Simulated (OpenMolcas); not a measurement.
# Pt⁶⁺ among point charges: CASSCF and CASPT2 levels and susceptibility

How does a field of 8 point charges split the states of Pt⁶⁺, and what χT follows?

Program: OpenMolcas 26.06. Level of theory: state-averaged CASSCF and CASPT2, spin-orbit coupling by RASSI with atomic mean-field integrals. These are calculated values, not measurements, unless marked.

**1. Starting point**

* Species: Pt⁶⁺ (platinum, Z = 78, 72 electrons)
* Basis: ANO-RCC-VDZP [7s6p4d2f], 59 functions
* Scalar Hamiltonian: DKH2, point nucleus
* Inactive shells: 1s 2s 2p 3s 3p 3d 4s 4p 4d 4f 5s 5p
* Active space: 4 electrons in 5 orbitals (5d)
* Some configurations of this space: 5d⁴
* Orbitals: optimised for each spin and parity, averaged over all roots

Outer shells as boxes (Hund's rule):

5d4
```
5d [↑ ][↑ ][↑ ][↑ ][  ]
```

The ion sits among 8 point charges of -1 e arranged as a cube (Oh), 2.03 Å from the ion.

Each step is its own input file, run in one work folder so that later steps find the files of earlier ones. Labels, J, g values, rates, χT and fits are worked out afterwards by a script from the matrices that RASSI stores. The input lists half of the charges; inversion (Group=XYZ) makes the rest.

**2. Basis and integrals**

Contents of a.inp:

```
&GATEWAY
Coord
1

Pt 0.0 0.0 0.0
Basis=ANO-RCC-VDZP
Group=XYZ
NoMove
AngMom=0.0 0.0 0.0
AMFI
XField
4 Angstrom 0
1.172021 1.172021 1.172021 -1.000000
1.172021 1.172021 -1.172021 -1.000000
1.172021 -1.172021 1.172021 -1.000000
1.172021 -1.172021 -1.172021 -1.000000
&SEWARD
```

Command:

```bash
$ OMP_NUM_THREADS=1 MOLCAS_MEM=1689 MOLCAS_PROJECT=a pymolcas a.inp > a.log
```

**3. Reference wave functions, quintets of even parity, 5 roots**

Contents of a.inp:

```
&RASSCF
FileOrb=start.orb
Symmetry=1
Spin=5
nActEl=4 0 0
Inactive=15 19
Ras2=5 0
CIRoot=5 5 1
SDav=5
CIMx=300
Iter=120 100
PrWF=0.3
OrbListing=Nothing
MaxOrb=0
>>> COPY $Project.JobIph JOB001
```

start.orb holds the contracted functions of the basis, ordered by shell, or the orbitals of the step before.

**4. CASSCF: triplets of even parity, 45 roots**

Contents of a.inp:

```
&RASSCF
FileOrb=start.orb
Symmetry=1
Spin=3
nActEl=4 0 0
Inactive=15 19
Ras2=5 0
CIRoot=45 45 1
SDav=45
CIMx=300
Iter=120 100
PrWF=0.3
OrbListing=Nothing
MaxOrb=0
>>> COPY $Project.JobIph JOB002
```

**5. Reference wave functions, singlets of even parity, 50 roots**

Contents of a.inp:

```
&RASSCF
FileOrb=start.orb
Symmetry=1
Spin=1
nActEl=4 0 0
Inactive=15 19
Ras2=5 0
CIRoot=50 50 1
SDav=50
CIMx=300
Iter=120 100
PrWF=0.3
OrbListing=Nothing
MaxOrb=0
>>> COPY $Project.JobIph JOB003
```

**6. State interaction with spin-orbit coupling**

Contents of a.inp:

```
&RASSI
NrOfJobIphs=3 5 45 50
1 2 3 4 5
1 2 3 4 5 6 7 8 9 10 11 12 13 14 15 16 17 18 19 20 21 22 23 24 25 26 27
28 29 30 31 32 33 34 35 36 37 38 39 40 41 42 43 44 45
1 2 3 4 5 6 7 8 9 10 11 12 13 14 15 16 17 18 19 20 21 22 23 24 25 26 27
28 29 30 31 32 33 34 35 36 37 38 39 40 41 42 43 44 45 46 47 48 49 50
IphNames
JOB001
JOB002
JOB003
EJob
SpinOrbit
DIPRint=1.0
SOCoupling=1000.0
Subsets=2
Property=9
'ANGMOM' 1 'ANGMOM' 2 'ANGMOM' 3 'MLTPL  1' 1 'MLTPL  1' 2 'MLTPL  1' 3
'AMFI' 1 'AMFI' 2 'AMFI' 3
SOProperty=3
'ANGMOM' 1 'ANGMOM' 2 'ANGMOM' 3
```

**7. CASPT2: IPEA 0.25, imaginary shift 0.1 (closed shells correlated: 5s 5p)**

Contents of a.inp:

```
>>> COPY JOB001 $Project.JobIph
&CASPT2
Multistate=5 1 2 3 4 5
NoMult
Frozen=14 16
IPEA=0.25
Imaginary=0.1
MaxIter=60
WThr=0.0 0.3 0.05
PrWF=0.5
NoMix
>>> COPY JOB002 $Project.JobIph
&CASPT2
Multistate=45 1 2 3 4 5 6 7 8 9 10 11 12 13 14 15 16 17 18 19 20 21 22
23 24 25 26 27 28 29 30 31 32 33 34 35 36 37 38 39 40 41 42 43 44 45
NoMult
Frozen=14 16
IPEA=0.25
Imaginary=0.1
MaxIter=60
WThr=0.0 0.3 0.05
PrWF=0.5
NoMix
>>> COPY JOB003 $Project.JobIph
&CASPT2
Multistate=50 1 2 3 4 5 6 7 8 9 10 11 12 13 14 15 16 17 18 19 20 21 22
23 24 25 26 27 28 29 30 31 32 33 34 35 36 37 38 39 40 41 42 43 44 45 46
47 48 49 50
NoMult
Frozen=14 16
IPEA=0.25
Imaginary=0.1
MaxIter=60
WThr=0.0 0.3 0.05
PrWF=0.5
NoMix
```

(Steps that only read results are left out.)

What does the calculation give? Wanted: spin-free ground state; first state of the same spin within the active space; lowest level; next level.

**Answer**, as computed:

| quantity | value |
| --- | --- |
| method | SS-CASPT2, IPEA 0.25, imaginary shift 0.1 (closed shells correlated: 5s 5p) |
| spin-free ground state | 5T2, 3-fold in its orbital part |
| first state of the same spin within the active space | 5E at 2650 cm⁻¹ |
| lowest level | 1-fold A1 |
| next level | 8042.4 cm⁻¹ |
| χT at 300 K | 0.03 cm³ K/mol |
| effective moment at 300 K | 0.47 μB |

Cost by method:

| method | time of its own steps | time with the reference |
| --- | --- | --- |
| A. CASSCF | 15 s | 15 s |
| B. SS-CASPT2, IPEA 0.25, imaginary shift 0.1, +5s 5p | 5.1 s | 20 s |

Times are of one thread on a shared host.

**Reading.** The spin-free ground state (5T2) comes to 100 % from free-ion D terms and keeps the highest spin of the shell. χT at 300 K is 0.03, against 3.01 cm³ K/mol for the spin alone, so spin-orbit coupling lowers it. An active space of the d shell alone favours high spin; real ions in strong fields can be low spin. CASPT2 does not keep the components of a term degenerate, and the means are used. The field of point charges can differ much from that of real complexes. With metal d orbitals alone active, the gaps between spin states are rough; where two lie within a few thousand cm-1, their order is open. This is an electrostatic model: the charges have no orbitals.
